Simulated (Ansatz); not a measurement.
# BrGeHO, SMILES [OH][Ge][Br]: a rigid scan of one bond length

Program: Ansatz 0.2.0, Python API.

`scan.py`
```python
"""Potential curve of BrGeHO along one bond."""

import warnings

import ansatz as az
import numpy as np

BASIS = "def2-SVP"
FUNCTIONAL = "PBE0"

GEOMETRY = """
O    -0.87530    0.29950   -0.74750
Ge   -0.50320   -0.42430    0.79980
Br    1.69760   -1.08700    0.74370
H    -0.26350    1.15150   -0.81620
"""

warnings.simplefilter("ignore", az.DeckWarning)

geometry = az.Crystal.molecule()
for line in GEOMETRY.strip().splitlines():
    symbol, *xyz = line.split()
    geometry = geometry.atom(symbol, [float(v) for v in xyz])

symbols = [site.symbol for site in geometry.cartesian_sites]
start = np.array([site.position_ang for site in geometry.cartesian_sites])
axis = (start[3] - start[0]) / np.linalg.norm(start[3] - start[0])
moving = [3]
lengths, energies = [0.925, 0.967, 1.009, 1.051, 1.093, 1.135, 1.177, 1.24], []
for length in lengths:
    xyz = start.copy()
    xyz[moving] += (length - np.linalg.norm(start[3] - start[0])) * axis
    point = az.Crystal.molecule()
    for symbol, place in zip(symbols, xyz):
        point = point.atom(symbol, place.tolist())
    job = (
        point.calculation()
        .basis(gaussian=BASIS)  # atom-centred Gaussian functions
        .functional(FUNCTIONAL)
    )
    summary = job.run().report
    energies.append(summary["free_energy_ev"])
    print(f"r = {length:6.3f} A  E = {energies[-1]:.5f} eV  <S^2> = {abs(summary['mean_field']['state']['spin_squared']):.3f}")

# quartic fit about the minimum
fit = np.polynomial.Polynomial.fit(lengths, np.array(energies) - min(energies), 4).convert()
roots = [r.real for r in fit.deriv().roots() if abs(r.imag) < 1e-9 and fit.deriv(2)(r.real) > 0]
r_e = min(roots, key=lambda r: abs(r - lengths[int(np.argmin(energies))]))
print(f"minimum of the fit at {r_e:.4f} A, force constant {fit.deriv(2)(r_e):.2f} eV/A^2")
```

Running `python scan.py` prints:
```text
r =  0.925 A  E = -128594.62009 eV  <S^2> = 0.000
r =  0.967 A  E = -128594.67812 eV  <S^2> = 0.000
r =  1.009 A  E = -128594.64415 eV  <S^2> = 0.000
r =  1.051 A  E = -128594.54174 eV  <S^2> = 0.000
r =  1.093 A  E = -128594.38902 eV  <S^2> = 0.000
r =  1.135 A  E = -128594.19992 eV  <S^2> = 0.000
r =  1.177 A  E = -128593.98518 eV  <S^2> = 0.000
r =  1.240 A  E = -128593.63267 eV  <S^2> = 0.000
minimum of the fit at 0.9708 A, force constant 50.17 eV/A^2
```

Reading the output:
- Total energies depend on the basis set; only differences at equal settings carry meaning.
- The rest of the molecule is held rigid at a force-field or estimated start geometry, and the basis set is modest; single-reference methods fail as a bond breaks.
- The orbitals are restricted, so S² is zero by construction.
- Wall time of the script: 13 s on 1 thread of Intel(R) Xeon(R) Processor @ 2.30GHz, with other jobs on the host, peak memory 0.28 GiB.
